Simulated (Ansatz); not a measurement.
**Mo4N: one candidate of a structure search**

Aim: relax a trial structure of Mo4N and see where it ends.

Computed with Ansatz 0.2.0 (DFT PBE, scalar-relativistic, plane waves, PAW, unless a step's input says otherwise).

**1. Starting point**

It takes space group Pm-3m (No. 221, cubic). Conventional cell: a = 4.318 Å, b = 4.318 Å, c = 4.318 Å, α = 90.00°, β = 90.00°, γ = 90.00°. Mo (site symmetry 4/mmm) is surrounded by 2 N at 2.16 Å. Mo (site symmetry m-3m) is surrounded by 12 Mo at 3.05 Å. Around N (site symmetry m-3m) lie 6 Mo at 2.16 Å.

Coordinates:

```cif
data_structure
_symmetry_space_group_name_H-M 'P 1'
_symmetry_Int_Tables_number 1
_cell_length_a 4.3183
_cell_length_b 4.3183
_cell_length_c 4.3183
_cell_angle_alpha 90.000
_cell_angle_beta 90.000
_cell_angle_gamma 90.000
_cell_volume 80.53
loop_
_atom_site_label
_atom_site_type_symbol
_atom_site_fract_x
_atom_site_fract_y
_atom_site_fract_z
_atom_site_occupancy
Mo1 Mo 0.50000 0.00000 0.00000 1
Mo2 Mo 0.00000 0.50000 0.00000 1
Mo3 Mo 0.00000 0.00000 0.50000 1
Mo4 Mo 0.50000 0.50000 0.50000 1
N1 N 0.00000 0.00000 0.00000 1
```

A structure generator made this guess: species swapped into a database cell of Co4N (Pm-3m, No. 221), with Mo on the Co sites. Lengths come from tabulated atomic sizes and are only a guess.

**2. The guess as it stands, on a coarse mesh**

input.yaml

```yaml
crystal:
  lattice:
    - [4.31830255, 0.0, 0.0]
    - [0.0, 4.31830255, 0.0]
    - [0.0, 0.0, 4.31830255]
  atoms:
    - { symbol: Mo, position: [0.5, 0.0, 0.0], spin: 1.0 }
    - { symbol: Mo, position: [0.0, 0.5, 0.0], spin: 1.0 }
    - { symbol: Mo, position: [0.0, 0.0, 0.5], spin: 1.0 }
    - { symbol: Mo, position: [0.5, 0.5, 0.5], spin: 1.0 }
    - { symbol: "N", position: [0.0, 0.0, 0.0] }
basis:
  ecutwfc: 420
kpoints:
  mp_grid: { grid: [4, 4, 4] }
hamiltonian:
  xc: pbe
scf:
  occupations: { method: gaussian, width: 0.1 }
  lower_state_search: "off"
output:
  forces: true
  stress: true
  eigenvalues: true
  populations: true
magnetization:
  spin_polarized: true
```

Command:

```console
$ ansatz run input.yaml --threads 1 --pin off --max-ram 2560MiB --backend cpu --events-out ev --progress --plain --runs-dir out
```

Output, cut to the lines that bear on the results:

```text
[...]
SCF converged after 21 iterations
Magnetization: 0.0001 μB (30.5000 up, 30.5000 down)
Absolute magnetization: 0.0001 μB (∫|ρ↑−ρ↓|, with the PAW one-centre terms)
Spin contamination: 0.0000 ħ² per cell (⟨S²⟩ above its minimum at these occupations)
Per-site moments (μB) at R_I (Å): [(1.6663853253277305e-5, 0.8906499009375001), (1.6663853253688485e-5, 0.8906499009375001), (1.6663853253349587e-5, 0.8906499009375001), (-2.624303675134646e-6, 1.2595691692320663), (1.151359682539225e-8, 0.8906499009375001)]
Free energy (F): -20207.189631 eV
[...]
E sigma→0 (E₀):  -20207.163714 eV
Entropy (-TS):   -0.051833 eV (-10.367 meV/atom)
Fermi energy:    16.612408 eV
[...]
--- Forces (eV/Å), atoms counted from 1 ---
  atom   1  Mo     0.00000000    -0.00000000     0.00000000
  atom   2  Mo     0.00000000     0.00000000     0.00000000
  atom   3  Mo     0.00000000     0.00000000     0.00000000
  atom   4  Mo     0.00000000    -0.00000000    -0.00000000
  atom   5  N     -0.00000000     0.00000000     0.00000000
[...]
--- Stress (GPa, compression-positive) ---
      -28.833245      -0.000000       0.000000
       -0.000000     -28.833245       0.000000
        0.000000       0.000000     -28.833245
  P = ⅓ Tr σ = -28.8332 GPa (-288.332 kbar)
--- Band table (eV; the first three rows and the last of 20) ---
[...]
--- Löwdin populations: 5 sites ---
  site symbol       q [e]    m [muB]
     0     Mo     13.7327     0.0000
     1     Mo     13.7327     0.0000
     2     Mo     13.7327     0.0000
     3     Mo     13.8758    -0.0000
     4      N      5.5926    -0.0000
  spilling = 0.005466 (of n_electrons = 61.000000)
```

It took 4 s on 1 thread of Intel Xeon 6975P-C (Granite Rapids), shared host; peak memory 0.37 GiB.

Site by site:

```csv
atom,Löwdin electrons
Mo1,13.73
Mo2,13.73
Mo3,13.73
Mo4,13.88
N5,5.59
```

The Löwdin counts miss 0.33 of the 61 electrons, which the atomic orbitals do not span, so they are no charges.

From the probe: pressure -28.8 GPa, largest force 0.00 eV/Å, gap on this mesh none (metal). A cheap, loose relaxation comes first.

**3. Coarse relaxation**

input.yaml, as its differences from that of step 2:

```diff
@@ -27 +27,6 @@
   spin_polarized: true
+relax:
+  adjacent_minimum: "off"
+  f_tol: 0.04
+  max_steps: 70
+  cell: { stress_tol: 0.4 }
```

Command:

```console
$ ansatz run input.yaml --threads 1 --pin off --max-ram 2560MiB --backend cpu --events-out ev --progress --plain --runs-dir out
```

Output:

```text
Warning: RAYON_NUM_THREADS=1 ignored (pool sized by the plan → 1); use --threads N
Engine: ansatz 0.2.0, x86_64-unknown-linux-gnu
Pseudopotentials: kind: paw
Pseudopotential: Mo, paw, valence charge 14, recommended cutoff 420 eV (normal), Mo.paw.azcp
Pseudopotential: N, paw, valence charge 5, recommended cutoff 420 eV (normal), N.paw.azcp
Functional definition: PBE
  parameter kappa = 0.804
  parameter beta = 0.06672455060314922
  exchange = pbe_x(kappa = kappa, mu = beta*pi^2/3)
  correlation = pbe_c(beta = beta)
Crystal: 5 atoms, lattice volume = 80.527 Å³
Basis set: ecut = 420 eV, 1575 PW (Γ), exchange–correlation on 60×60×60 points (8 copies of the dense FFT grid, shifted against one another)
Bands: 39, of which v1, the nominal top of the filled ones, is band 31 counted from 1 (30 counted from 0)
Symmetry: 48 space group operations
Space group: Pm-3m (ITA 221), of the structure as read, at distance tolerance 4.3e-5 Å
Magnetic group: BNS 221.92 (UNI 1594), of the structure as read, at distance tolerance 4.3e-5 Å
k-points: 10 of 64
Non-local potential: Mo, projectors of the file, l = 0: 3, l = 1: 2, l = 2: 2, l = 3: 1
Non-local potential: N, projectors of the file, l = 0: 2, l = 1: 2, l = 2: 1
PAW form: soft (Blöchl's): semilocal exchange-correlation on the pseudo side does not see the compensation charge
PAW one-centre angular grid: Mo, 590 points (default); XC on 64 Gauss nodes
PAW one-centre angular grid: N, 110 points (default); XC on 64 Gauss nodes
Initial density: superposition of atomic densities (chi_scale 0.1, normalization cell, long waves kept (reshape's long-wave potential 0.01 eV rms))
Starting moments: Σ|m| = 4 μB on 4 of 5 sites
Initial wavefunctions: pseudopotential atomic-orbital guess
Functional: x = pbe(κ = 0.804, μ = 0.2195149727645171), c = pbe(β = 0.06672455060314922)
SCF iter   1: F=—  HF=-20209.917788 eV  |F-HF|=—  |Δ(HF+E_count)|=         —  Δρ=8.06e-2 (↑8.06e-2 ↓4.19e-2)  dr2=1.24e1  dr2_m=1.03e0  M=1.434 μB ∫|m|=1.479 μB  β_m=0.30  ethr=3.10e-3  ⟨swp⟩=4.8  Hψ=2547  notcnv=0
preconditioner: auto → Kerker (q_TF=auto, 2.605 Å⁻¹)  [metal: Δε(μ)=0.010 eV  Ē_g=5.984 eV  σ=0.100 eV  W_gap=0.06  n_scr=26 (ndim 8)  ℏωp=22.3 eV  f_vac=0.000  D(μ)=4.26/eV (n_scr^D=32)]
spin=Collinear: Kerker preconditioning applied to the charge; magnetization (m = ρ↑ − ρ↓) channel mixes plain (no charge-response kernel on spin).
SCF iter   2: F=—  HF=-20208.129093 eV  |F-HF|=—  |Δ(HF+E_count)|=    1.79e0  Δρ=5.35e-2 (↑5.35e-2 ↓2.55e-2)  dr2=3.81e0  dr2_m=5.63e-1  M=1.285 μB ∫|m|=1.296 μB  β_m=0.30  ethr=3.10e-3  ⟨swp⟩=2.1  Hψ=1342  notcnv=0  defer=43
preconditioner: auto → Resta (q_TF=auto, 2.605 Å⁻¹)  ε∞=16.5  [insulator: Δε(μ)=0.109 eV  Ē_g=5.663 eV  σ=0.100 eV  W_gap=0.55  n_scr=26 (ndim 8)  ℏωp=22.3 eV  f_vac=0.000  D(μ)=4.80/eV (n_scr^D=56)  ε∞_Penn≈16.5]
spin=Collinear: Resta preconditioning applied to the charge; magnetization (m = ρ↑ − ρ↓) channel mixes plain (no charge-response kernel on spin).
SCF iter   3: F=—  HF=-20207.290253 eV  |F-HF|=—  |Δ(HF+E_count)|=   8.39e-1  Δρ=3.08e-2 (↑3.08e-2 ↓2.03e-2)  dr2=9.35e-1  dr2_m=3.14e-1  M=1.095 μB ∫|m|=1.111 μB  β_m=0.30  ethr=3.10e-3  ⟨swp⟩=2.0  Hψ=1167  notcnv=0  defer=43
SCF iter   4: F=—  HF=-20207.133768 eV  |F-HF|=—  |Δ(HF+E_count)|=   1.56e-1  Δρ=1.77e-2 (↑1.73e-2 ↓1.77e-2)  dr2=1.81e-1  dr2_m=1.78e-1  M=0.969 μB ∫|m|=0.986 μB  β_m=0.30  ethr=1.53e-3  ⟨swp⟩=2.1  Hψ=1217  notcnv=0  defer=43
SCF iter   5: F=—  HF=-20207.139607 eV  |F-HF|=—  |Δ(HF+E_count)|=   5.84e-3  Δρ=1.27e-2 (↑1.07e-2 ↓1.27e-2)  dr2=1.72e-2  dr2_m=9.57e-2  M=0.925 μB ∫|m|=0.935 μB  β_m=0.30  ethr=2.98e-4  ⟨swp⟩=2.0  Hψ=1165  notcnv=0  defer=37
SCF iter   6: F=—  HF=-20207.157550 eV  |F-HF|=—  |Δ(HF+E_count)|=   1.79e-2  Δρ=9.33e-3 (↑8.26e-3 ↓9.33e-3)  dr2=7.85e-3  dr2_m=5.61e-2  M=0.852 μB ∫|m|=0.859 μB  β_m=0.30  ethr=2.82e-5  ⟨swp⟩=2.2  Hψ=1092  notcnv=0  defer=37
SCF iter   7: F=—  HF=-20207.167271 eV  |F-HF|=—  |Δ(HF+E_count)|=   9.72e-3  Δρ=6.70e-3 (↑6.70e-3 ↓6.48e-3)  dr2=6.30e-4  dr2_m=3.19e-2  M=0.812 μB ∫|m|=0.816 μB  β_m=0.30  ethr=1.29e-5  ⟨swp⟩=2.0  Hψ=1011  notcnv=0  defer=37
Mixer restart at iter 7: flushing history
spin-set hold released at iteration 7 (site moments contracting): the magnetisation degrees of freedom join the quasi-Newton model from the next iteration; the mixer history was flushed
SCF iter   8: F=—  HF=-20207.173657 eV  |F-HF|=—  |Δ(HF+E_count)|=   6.39e-3  Δρ=5.23e-3 (↑5.23e-3 ↓5.11e-3)  dr2=5.48e-4  dr2_m=1.96e-2  M=0.759 μB ∫|m|=0.762 μB  β_m=0.65  ethr=1.03e-6  ⟨swp⟩=2.0  Hψ=1002  notcnv=0  defer=37
SCF iter   9: F=—  HF=-20207.188738 eV  |F-HF|=—  |Δ(HF+E_count)|=   1.51e-2  Δρ=2.75e-3 (↑2.61e-3 ↓2.75e-3)  dr2=4.67e-2  dr2_m=1.00e-3  M=0.518 μB ∫|m|=0.520 μB  β_m=0.46  ethr=8.98e-7  ⟨swp⟩=2.6  Hψ=1352  notcnv=0  defer=37
SCF iter  10: F=—  HF=-20207.186487 eV  |F-HF|=—  |Δ(HF+E_count)|=   2.25e-3  Δρ=1.05e-3 (↑1.05e-3 ↓9.97e-4)  dr2=1.30e-4  dr2_m=7.46e-4  M=0.460 μB ∫|m|=0.462 μB  β_m=0.73  ethr=8.98e-7  ⟨swp⟩=2.2  Hψ=1320  notcnv=0  defer=37
SCF iter  11: F=—  HF=-20207.187858 eV  |F-HF|=—  |Δ(HF+E_count)|=   1.37e-3  Δρ=6.43e-4 (↑6.43e-4 ↓6.19e-4)  dr2=7.42e-6  dr2_m=2.92e-4  M=0.350 μB ∫|m|=0.352 μB  β_m=0.86  ethr=2.12e-7  ⟨swp⟩=2.0  Hψ=1345  notcnv=0  defer=37
SCF iter  12: F=—  HF=-20207.188929 eV  |F-HF|=—  |Δ(HF+E_count)|=   1.07e-3  Δρ=2.61e-4 (↑2.61e-4 ↓2.60e-4)  dr2=2.87e-5  dr2_m=4.53e-5  M=0.167 μB ∫|m|=0.181 μB  β_m=0.93  ethr=1.22e-8  ⟨swp⟩=4.1  Hψ=1939  notcnv=0  defer=37
SCF iter  13: F=—  HF=-20207.189540 eV  |F-HF|=—  |Δ(HF+E_count)|=   6.12e-4  Δρ=1.54e-4 (↑1.54e-4 ↓1.40e-4)  dr2=1.22e-5  dr2_m=1.26e-5  M=0.094 μB ∫|m|=0.138 μB  β_m=0.97  ethr=1.22e-8  ⟨swp⟩=2.4  Hψ=1380  notcnv=0  defer=37
SCF iter  14: F=—  HF=-20207.189580 eV  |F-HF|=—  |Δ(HF+E_count)|=   3.96e-5  Δρ=1.03e-4 (↑1.03e-4 ↓9.90e-5)  dr2=2.27e-6  dr2_m=7.10e-6  M=0.033 μB ∫|m|=0.101 μB  β_m=0.98  ethr=1.22e-8  ⟨swp⟩=2.0  Hψ=1346  notcnv=0  defer=37
SCF iter  15: F=—  HF=-20207.189594 eV  |F-HF|=—  |Δ(HF+E_count)|=   1.39e-5  Δρ=9.10e-5 (↑7.18e-5 ↓9.10e-5)  dr2=8.21e-7  dr2_m=4.83e-6  M=0.033 μB ∫|m|=0.089 μB  β_m=0.99  ethr=3.72e-9  ⟨swp⟩=2.1  Hψ=1289  notcnv=0  defer=37
SCF iter  16: F=—  HF=-20207.189615 eV  |F-HF|=—  |Δ(HF+E_count)|=   2.10e-5  Δρ=6.26e-5 (↑6.26e-5 ↓4.40e-5)  dr2=8.34e-7  dr2_m=2.03e-6  M=0.039 μB ∫|m|=0.060 μB  β_m=1.00  ethr=1.35e-9  ⟨swp⟩=3.0  Hψ=1578  notcnv=0  defer=37
SCF iter  17: F=—  HF=-20207.189630 eV  |F-HF|=—  |Δ(HF+E_count)|=   1.56e-5  Δρ=2.97e-5 (↑2.97e-5 ↓1.48e-5)  dr2=2.56e-6  dr2_m=1.41e-7  M=0.010 μB ∫|m|=0.016 μB  β_m=1.00  ethr=1.35e-9  ⟨swp⟩=3.0  Hψ=1611  notcnv=0  defer=37
SCF iter  18: F=—  HF=-20207.189631 eV  |F-HF|=—  |Δ(HF+E_count)|=   1.15e-6  Δρ=4.57e-5 (↑4.40e-5 ↓4.57e-5)  dr2=1.41e-5  dr2_m=1.64e-7  M=-0.009 μB ∫|m|=0.009 μB  β_m=0.69  ethr=1.35e-9  ⟨swp⟩=2.8  Hψ=1445  notcnv=0  defer=37  recentre
iter 19 did not close the SCF: its close was put off for a magnetic moment that had not settled (scf_convergence_deferred on its scf_iter line)
SCF iter  19: F=-20207.189631 eV  HF=-20207.189631 eV  |F-HF|=8.02e-9  |Δ(HF+E_count)|=   1.48e-7  Δρ=2.78e-6 (↑2.78e-6 ↓2.17e-6)  dr2=1.73e-8  dr2_m=6.21e-10  M=0.000 μB ∫|m|=0.001 μB  β_m=0.85  ethr=1.64e-10  ⟨swp⟩=7.2  Hψ=3379  notcnv=0
iter 20 did not close the SCF: its close was put off for a magnetic moment that had not settled (scf_convergence_deferred on its scf_iter line)
SCF iter  20: F=-20207.189631 eV  HF=-20207.189631 eV  |F-HF|=1.31e-10  |Δ(HF+E_count)|=   3.18e-9  Δρ=4.44e-7 (↑4.44e-7 ↓4.16e-7)  dr2=1.69e-10  dr2_m=7.51e-11  M=0.000 μB ∫|m|=0.000 μB  β_m=0.92  ethr=2.84e-11  ⟨swp⟩=2.0  Hψ=2055  notcnv=0
SCF iter  21: F=-20207.189631 eV  HF=-20207.189631 eV  |F-HF|=3.64e-12  |Δ(HF+E_count)|=  4.69e-10  Δρ=1.41e-7 (↑1.41e-7 ↓1.19e-7)  dr2=1.33e-11  dr2_m=9.33e-12  M=0.000 μB ∫|m|=0.000 μB  ethr=1.00e-12  ⟨swp⟩=1.0  Hψ=2086  notcnv=0
WARN: the starting moments were not kept: the SCF closed with an absolute magnetisation of 8.9e-5 μB, where they sum to 4 μB in size (4 sites). That is at most 0.1 of that sum. Measured as dr2_m measures the in/out step, that magnetisation stands 6.4e-10 eV from none, at or under the dr2_threshold of 1.0e-7 eV: it is no larger than a step whose dr2_m would equal this threshold. The system may hold no moment; this SCF shows only that its start led to no more than that. To try another start: raise the starting moments (crystal.atoms[].spin, magnetization.per_species, magnetization.initial_magnetization, or on a non-collinear deck that types none of these the spinor_matrix: blocks that start its atoms; where the total moment is fixed, keep their sum and leave initial_magnetization as it is; typed ones take the place of any that the run laid by itself, positive ones on a crystal's lanthanoids without a Hubbard term where scf.initial_density.shell_occupations: [] is typed) or, if the notice of its spin-set hold's release reads "site moments contracting" or "site moments show no strong build", lengthen the hold (scf.mixing.spin_hold: { on: { confirm: 4 } }; for m-r²SCAN on two components see the key's manual first). Each may lead to a state that holds a moment. A second SCF, from the converged charge density, with the starting moments and any scf.initial_density.shell_occupations laid on it anew, would have followed, and was not run: the deck does not ask for one (magnetization.retry_lost_moments is false, the default). To let it run, set magnetization.retry_lost_moments: true and run the deck again, where that key's refused combinations let it; where memory then withholds it, that run's warning says so.
SCF 1 converged in 21 iterations: F = -20207.189631 eV  dr2 = 1.33e-11
relax step   1: F+E_penalty+E_count = -20207.18963120 eV  Δ(F+E_penalty+E_count) = +0.000e0 eV  max|allowed force component| = 5.196e-29 eV/Å  Δτ_max = 0.0000 Å  P = -28.833 GPa  Ω = 80.527 Å³  (21 SCF iters, dr2 threshold 1.00e-7 eV, accepted)
[... 25 lines left out ...]
relax step   2: F+E_penalty+E_count = -20208.29373406 eV  Δ(F+E_penalty+E_count) = -1.104e0 eV  max|allowed force component| = 1.742e-29 eV/Å  Δτ_max = 0.0000 Å  P = +2.089 GPa  Ω = 69.314 Å³  energy of the carried Pulay correction = +1.079e-2 eV  (12 SCF iters, dr2 threshold 5.00e-7 eV, accepted)
[... 21 lines left out ...]
relax step   3: F+E_penalty+E_count = -20208.29613297 eV  Δ(F+E_penalty+E_count) = -2.399e-3 eV  max|allowed force component| = 9.992e-30 eV/Å  Δτ_max = 0.0000 Å  P = -0.567 GPa  Ω = 69.972 Å³  energy of the carried Pulay correction = +1.012e-2 eV  (11 SCF iters, dr2 threshold 5.00e-7 eV, accepted)
[... 18 lines left out ...]
relax step   4: F+E_penalty+E_count = -20208.29653240 eV  Δ(F+E_penalty+E_count) = -3.994e-4 eV  max|allowed force component| = 1.057e-29 eV/Å  Δτ_max = 0.0000 Å  P = -0.007 GPa  Ω = 69.831 Å³  energy of the carried Pulay correction = +1.026e-2 eV  (8 SCF iters, dr2 threshold 5.00e-7 eV, accepted)
[... 14 lines left out ...]
relax step   5: F+E_penalty+E_count = -20208.29018654 eV  Δ(F+E_penalty+E_count) = +6.346e-3 eV  max|allowed force component| = 9.913e-30 eV/Å  Δτ_max = 0.0000 Å  P = -0.114 GPa  Ω = 69.831 Å³  stress off target by 1.14e-1 GPa  SCF on the basis re-selected at this cell (its energy is not comparable with the rows above)  (7 SCF iters)
basis re-selected at this cell: Δ(F+E_penalty+E_count) = +6.346e-3 eV, ΔP = -0.107 GPa vs the last step (what re-selecting the basis moved, of the pressure what is left beyond the Pulay correction that the steps carried, after the strain that the cell walked since its last selection, with what the two solves' SCF thresholds leave and, on support functions, any second-order correction that the steps lacked; it is no measure of the basis error at this ecutwfc). This SCF's stress stands 1.14e-1 GPa from its target on what of the cell is left free (relax.cell.stress_tol is 4.00e-1 GPa) and its largest allowed force component is 9.91e-30 eV/Å (relax.f_tol is 4.00e-2 eV/Å): within both
SCF converged after 7 iterations
Magnetization: 0.0001 μB (30.5000 up, 30.5000 down)
Absolute magnetization: 0.0001 μB (∫|ρ↑−ρ↓|, with the PAW one-centre terms)
Spin contamination: 0.0000 ħ² per cell (⟨S²⟩ above its minimum at these occupations)
Per-site moments (μB) at R_I (Å): [(1.7987299961961854e-5, 0.84932854830154), (1.7987299962031263e-5, 0.84932854830154), (1.7987299962032924e-5, 0.84932854830154), (-1.8718298879749247e-5, 1.2011319519186903), (-2.353119810227993e-6, 0.84932854830154)]
Free energy (F): -20208.290187 eV
Harris-Foulkes:  -20208.290187 eV  (|F-HF|=7.28e-12)
Internal energy: -20208.240588 eV  (E = F + TS)
E sigma→0 (E₀):  -20208.265387 eV
Entropy (-TS):   -0.049599 eV (-9.920 meV/atom)
Fermi energy:    19.686183 eV
--- Per-component energies (eV) ---
  E_band       = -242.343508
  E_kinetic    = 1896.229822
  E_local      = -3470.666130  (includes V_loc(G=0)·N_el)
  E_nonlocal   = 616.324033
  E_hartree    = 1151.126716
  E_xc         = -793.689709
  E_vxc        = -992.102723  (∫ρ·V_xc dr)
  E_paw        = -12932.139059  (= ΣΔE_a)
  E_vpaw       = -594.382150  (= ΣTr[D̂ρ^β])
  E_aug_tail   = 0.000323  (compensation charges beyond the density's cutoff)
  E_ewald      = -6675.426584
  E_smearing   = -0.049599  (= −TS)
  E_closure    = -0.000000  (closes the sum)
  Σ components = -20208.290187   (vs F -20208.290187, Δ=0.00e0)
--- Forces (eV/Å), atoms counted from 1 ---
  atom   1  Mo    -0.00000000     0.00000000    -0.00000000
  atom   2  Mo     0.00000000    -0.00000000     0.00000000
  atom   3  Mo     0.00000000     0.00000000     0.00000000
  atom   4  Mo    -0.00000000     0.00000000     0.00000000
  atom   5  N     -0.00000000    -0.00000000     0.00000000
  max |Σ_I F_I| component: 1.88e-29 eV/Å
--- Stress (GPa, compression-positive) ---
       -0.114208       0.000000      -0.000000
        0.000000      -0.114208      -0.000000
       -0.000000      -0.000000      -0.114208
  P = ⅓ Tr σ = -0.1142 GPa (-1.142 kbar)
--- Band table (eV; the first three rows and the last of 20) ---
  k-point 0 ↑: bands = ["-41.3676", "-41.1751", "-41.1751", "-40.9328", "-15.9398", "-15.9398", "-15.9398", "-15.2653", "-15.2653", "-15.2653", "-15.1534", "-15.1534", "-15.1534", "-14.7597", "-14.7597", "-14.7597", "2.0430", "13.5241", "15.1265", "15.1265", "15.3068", "15.3068", "15.3068", "15.5135", "15.5135", "15.5135", "18.6216", "18.6216", "18.6216", "20.6593", "20.6593", "22.6318", "22.6318", "23.0156", "23.2590", "23.2590", "23.2590", "23.6107", "23.6107"]
[... 3 lines left out ...]
--- Relaxed structure (4 steps of the walk, 4 accepted, 1 SCFs on fresh bases) ---
  F+E_penalty+E_count = -20208.29018654 eV   max|allowed force component| = 9.913e-30 eV/Å   (the final SCF, on the basis selected at the relaxed cell)
  cell:  # Å, volume = 69.8305 Å³
    - [4.117956597825649, 3.932106969790606e-34, -5.1358131850326295e-34]
    - [-3.7716128077583363e-34, 4.117956597825649, -2.246918268451775e-34]
    - [-6.4197664812907865e-34, -2.246918268451775e-34, 4.117956597825649]
  atoms:
    - { symbol: Mo, position: [0.5, 4.6457537459858745e-38, -1.068523361901615e-36] }
    - { symbol: Mo, position: [3.623687922963517e-36, 0.5, -1.3937261242412053e-37] }
    - { symbol: Mo, position: [3.159112548220541e-36, -1.347268586741191e-36, 0.5] }
    - { symbol: Mo, position: [0.5, 0.5, 0.5] }
    - { symbol: N, position: [-2.415791948647833e-36, -8.826932120218766e-37, -8.36235674531185e-37] }
--- Löwdin populations: 5 sites ---
  site symbol       q [e]    m [muB]
     0     Mo     13.7533     0.0000
     1     Mo     13.7533     0.0000
     2     Mo     13.7533     0.0000
     3     Mo     13.9017    -0.0000
     4      N      5.5312    -0.0000
  spilling = 0.005034 (of n_electrons = 61.000000)
```

Run time: 15 s. Hardware: 1 thread of Intel Xeon 6975P-C (Granite Rapids), shared host; peak memory 0.39 GiB.

The steps of the relaxation:

```
step  E - E(step 1) (eV/cell)  largest force component (eV/Å)  pressure (GPa)  volume (Å³)
   1                   0.0000                          0.0000          -28.83        80.53
   2                  -1.1041                          0.0000            2.09        69.31
   3                  -1.1065                          0.0000           -0.57        69.97
   4                  -1.1069                          0.0000           -0.01        69.83
   5                  -1.1006                          0.0000           -0.11        69.83
```

Step 1 is the start. Step 5 repeats the geometry before it on a plane-wave basis chosen anew for that cell, so its energy need not be comparable with the rows above.

|  | before | after | change |
| --- | --- | --- | --- |
| a (Å) | 4.318 | 4.118 | -4.6 % |
| b (Å) | 4.318 | 4.118 | -4.6 % |
| c (Å) | 4.318 | 4.118 | -4.6 % |
| volume (Å³/atom) | 16.11 | 13.97 | -13.3 % |
| shortest distance (Å) | 2.159 | 2.059 | -4.6 % |
| space group (0.01 Å) | Pm-3m | Pm-3m | same |

Forces and stress were held to the start's 48 operations: a distortion of lower symmetry was not tested.

Per atom:

```csv
atom,Löwdin electrons
Mo1,13.75
Mo2,13.75
Mo3,13.75
Mo4,13.90
N5,5.53
```

The Löwdin counts miss 0.31 of the 61 electrons, which the atomic orbitals do not span, so they are no charges.

[end of part 1 of 2]
